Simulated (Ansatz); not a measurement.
# BH3: the cost of one run

Method: DFT r2SCAN+D3(BJ), scalar-relativistic, plane waves, PAW, in Ansatz 0.2.0.

## Step 1: Starting point

The structure is monoclinic, space group P2_1/c (No. 14). Conventional cell: a = 4.404 Å, b = 6.501 Å, c = 6.244 Å, α = 90.00°, β = 117.40°, γ = 90.00°. B (site symmetry 1) is surrounded by 4 H at 1.16 to 1.33 Å. H (site symmetry 1) has 1 B at 1.16 Å in its first shell of neighbours. Around H (site symmetry 1) lie 2 B at 1.32 to 1.33 Å. H (site symmetry 1) is surrounded by 1 B at 1.17 Å.

Coordinates:

```xyz
16
Lattice="4.4043 0.0000 0.0000 0.0000 6.5007 0.0000 -2.8732 0.0000 5.5442" Properties=species:S:1:pos:R:3 pbc="T T T"
B     0.9786    3.5188    3.5764
B    -0.8842    0.2684    4.7399
B     0.5525    2.9819    1.9678
B     2.4152    6.2323    0.8043
H     0.3003    3.2048    4.4686
H    -0.2059    6.4552    3.8477
H     1.2307    3.2959    1.0756
H     1.7369    0.0455    1.6965
H     0.2049    4.0694    2.6557
H     2.7628    0.8191    0.1164
H     1.3262    2.4313    2.8885
H    -1.2317    5.6816    5.4277
H     1.9184    4.1995    3.7091
H    -1.8239    0.9491    4.6072
H    -0.3873    2.3012    1.8351
H     3.3550    5.5516    0.9370
```

Source of the structure: the Crystallography Open Database.

(A quick probe on a coarse mesh, which set the mesh and smearing, is not shown.)

## Step 3: Coarse relaxation

input.yaml

```yaml
crystal:
  lattice:
    - [4.4043, 0.0, 0.0]
    - [0.0, 6.5007, 0.0]
    - [-2.8732235076, 0.0, 5.5441733076]
  atoms:
    - { symbol: B, position: [0.64302, 0.54129, 0.64507] }
    - { symbol: B, position: [0.35698, 0.04129, 0.85493] }
    - { symbol: B, position: [0.35698, 0.45871, 0.35493] }
    - { symbol: B, position: [0.64302, 0.95871, 0.14507] }
    - { symbol: H, position: [0.594, 0.493, 0.806] }
    - { symbol: H, position: [0.406, 0.993, 0.694] }
    - { symbol: H, position: [0.406, 0.507, 0.194] }
    - { symbol: H, position: [0.594, 0.007, 0.306] }
    - { symbol: H, position: [0.359, 0.626, 0.479] }
    - { symbol: H, position: [0.641, 0.126, 0.021] }
    - { symbol: H, position: [0.641, 0.374, 0.521] }
    - { symbol: H, position: [0.359, 0.874, 0.979] }
    - { symbol: H, position: [0.872, 0.646, 0.669] }
    - { symbol: H, position: [0.128, 0.146, 0.831] }
    - { symbol: H, position: [0.128, 0.354, 0.331] }
    - { symbol: H, position: [0.872, 0.854, 0.169] }
basis:
  ecutwfc: 500
kpoints:
  mp_grid: { grid: [6, 4, 4] }
hamiltonian:
  xc: r2scan
  dispersion: d3bj
scf:
  occupations: { method: gaussian, width: 0.1 }
output:
  forces: true
  stress: true
  eigenvalues: true
relax:
  adjacent_minimum: "off"
  f_tol: 0.05
  max_steps: 80
  cell: { stress_tol: 0.5 }
```

Launch:

```console
$ ansatz run input.yaml --threads 8 --pin off --max-ram 22528MiB --backend cpu --events-out ev --progress --plain --runs-dir out
```

What time and memory should one allow on 8 threads of Arm Neoverse V1, shared host?

About 16 s, with a peak of 1 GiB.
